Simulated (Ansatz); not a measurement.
# As2Se: the cost of one run

Method: DFT PBE, scalar-relativistic, plane waves, PAW, in Ansatz 0.2.0.

3 further runs of the same task are left out: 1 that didn't finish, 2 set aside as unsound or not needed.

### Step 1. The starting structure

The structure is tetragonal, space group I4_1/amd (No. 141). The conventional cell has a = 7.080 Å, b = 7.080 Å, c = 5.279 Å, α = 90.00°, β = 90.00°, γ = 90.00°. Around As (site symmetry 2/m) lie 2 Se at 2.66 Å and 4 As at 2.83 Å. Around Se (site symmetry -4m2) lie 4 As at 2.66 Å.

As a file:

```
As Se
1.0
    -3.53999    3.53999    2.63950
     3.53999   -3.53999    2.63950
     3.53999    3.53999   -2.63950
As Se
4 2
Direct
  0.87500 0.12500 0.75000
  0.37500 0.12500 0.25000
  0.87500 0.62500 0.75000
  0.87500 0.12500 0.25000
  0.50000 0.50000 0.00000
  0.25000 0.75000 0.50000
```

It goes back to an entry of the Materials Project, which need not be the stable form.

This cell was relaxed beforehand with the same method: volume 22.05 Å³/atom, gap on the mesh none (metal).

### Step 2. The cell scaled to 0.97 of its volume

Contents of input.yaml:

```yaml
crystal:
  lattice:
    - [-3.5042318444, 3.5042318444, 2.6128335363]
    - [3.5042318444, -3.5042318444, 2.6128335363]
    - [3.5042318444, 3.5042318444, -2.6128335363]
  atoms:
    - { symbol: As, position: [0.875, 0.125, 0.75] }
    - { symbol: As, position: [0.375, 0.125, 0.25] }
    - { symbol: As, position: [0.875, 0.625, 0.75] }
    - { symbol: As, position: [0.875, 0.125, 0.25] }
    - { symbol: Se, position: [0.5, 0.5, 0.0] }
    - { symbol: Se, position: [0.25, 0.75, 0.5] }
basis:
  ecutwfc: 420
kpoints:
  mp_grid: { grid: [8, 8, 8] }
hamiltonian:
  xc: pbe
scf:
  occupations: { method: gaussian, width: 0.1 }
output:
  forces: true
  stress: true
  eigenvalues: true
relax:
  adjacent_minimum: "off"
  f_tol: 0.01
  max_steps: 30
  cell: { stress_tol: 0.1, fix: [volume] }
```

On the command line:

```
ansatz run input.yaml --threads 1 --pin off --max-ram 2560MiB --backend cpu --events-out ev --progress --plain --runs-dir out
```

**Question.** How long does this run take on 1 thread of Intel Xeon at 2.70GHz, shared host, and how much memory does it need?

About 1.8 min, with a peak of 0.63 GiB.
